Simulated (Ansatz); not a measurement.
# Ge (Ge (100), 6 layers): how the settings move a single-point run

How sensitive is a single-point run of Ge (Ge (100), 6 layers) to its settings? A reference run comes first, then one run with altered input.

Computed with Ansatz 0.2.0 (reference: DFT, r2SCAN, PAW with Ansatz's default frozen-core files, scalar-relativistic, unless a step's input says otherwise).

## (1) Starting point

The structure is orthorhombic, space group Pmma (No. 51). Conventional cell: a = 4.012 Å, b = 4.012 Å, c = 23.093 Å, α = 90.00°, β = 90.00°, γ = 90.00°. Ge (site symmetry mm2) has 2 Ge at 2.46 Å as nearest neighbours. Ge (site symmetry mm2) has 4 Ge at 2.46 Å as nearest neighbours.

Coordinates:

```
Ge
1.0
     4.01246    0.00000    0.00000
     0.00000    4.01246    0.00000
     0.00000    0.00000   23.09310
Ge
6
Direct
  0.75000 0.00000 0.34642
  0.25000 0.00000 0.40785
  0.25000 0.50000 0.46928
  0.75000 0.50000 0.53072
  0.75000 0.00000 0.59215
  0.25000 0.00000 0.65358
```

## (2) Reference

File input.yaml:

```yaml
crystal:
  lattice:
    - [4.0124552903, 0.0, 0.0]
    - [0.0, 4.0124552903, 0.0]
    - [0.0, 0.0, 23.0931]
  atoms:
    - { symbol: Ge, position: [0.75, 0.0, 0.3464241297] }
    - { symbol: Ge, position: [0.25, 0.0, 0.4078544778] }
    - { symbol: Ge, position: [0.25, 0.5, 0.4692848259] }
    - { symbol: Ge, position: [0.75, 0.5, 0.5307151741] }
    - { symbol: Ge, position: [0.75, 0.0, 0.5921455222] }
    - { symbol: Ge, position: [0.25, 0.0, 0.6535758703] }
kpoints:
  mp_grid: { grid: [8, 8, 1] }
scf:
  occupations: { method: fermi_dirac, width: 0.02 }
hamiltonian:
  xc: r2scan
  pseudopotentials: { kind: paw }
output:
  forces: true
  stress: true
  eigenvalues: true
  populations: true
efield:
  axis: 3
  amplitude: 0
  dipole_correction: true
```

The run is started by

```console
> ansatz run input.yaml --threads 2 --pin off --max-ram 4096MiB --backend cpu --events-out ev --progress --plain --runs-dir out
```

## (3) Changed: mp_grid.grid [10, 10, 1], mp_grid.shift [0.5, 0.5, 0.0], dr2_threshold 1.0e-09

Changes to input.yaml since step 2:

```diff
@@ -13,5 +13,6 @@
 kpoints:
-  mp_grid: { grid: [8, 8, 1] }
+  mp_grid: { grid: [10, 10, 1], shift: [0.5, 0.5, 0.0] }
 scf:
   occupations: { method: fermi_dirac, width: 0.02 }
+  convergence: { dr2_threshold: 1.0e-09 }
 hamiltonian:
@@ -24,2 +25,6 @@
   populations: true
+  write_density: true
+  write_potential: true
+  elf: true
+  volumetric_format: npy
 efield:
```

What does the calculation give? Wanted: for each run, ending; energy change; gap; force.

The runs gave:

| run | ending | energy change | gap (eV) | force (eV/Å) | cycles | time |
| --- | --- | --- | --- | --- | --- | --- |
| reference | converged | 0 | 0.00 | 0.14 | 9 | 36 s |
| 1: mp_grid.grid [10, 10, 1], mp_grid.shift [0.5, 0.5, 0.0], dr2_threshold 1.0e-09 | converged | +2.0 meV/atom | 0.00 | 0.18 | 11 | 68 s |

Times don't compare one to one where runs were asked for different outputs or read a saved state (see the inputs); cycles may leave out searches for a lower state.

Residual by cycle in the longest SCF loop of each run; runs are numbered as in the table. The quantity is the density residual dr2, in eV.

| cycle | reference | run 1 |
| --- | --- | --- |
| 1 | 0.0392 | 0.0459 |
| 2 | 0.0249 | 0.0242 |
| 3 | 5.4e-4 | 0.00127 |
| 4 | 1.2e-4 | 2.5e-4 |
| 5 | 1.9e-5 | 6.5e-5 |
| 6 | 8.3e-6 | 8.1e-6 |
| 7 | 1.3e-6 | 9.0e-7 |
| 8 | 3.0e-7 | 1.4e-7 |
| 9 | 1.6e-8 | 8.0e-9 |
| 10 | - | 6.2e-10 |
| 11 | - | 9.4e-11 |

What this shows: Changing the k-point mesh and convergence setting moves the energy by +2.0 meV/atom, and the largest force goes from 0.14 to 0.18 eV/Å. Sampling errors of the energy have no fixed sign. Of the settings changed, the mesh is the one that moves energies this far.
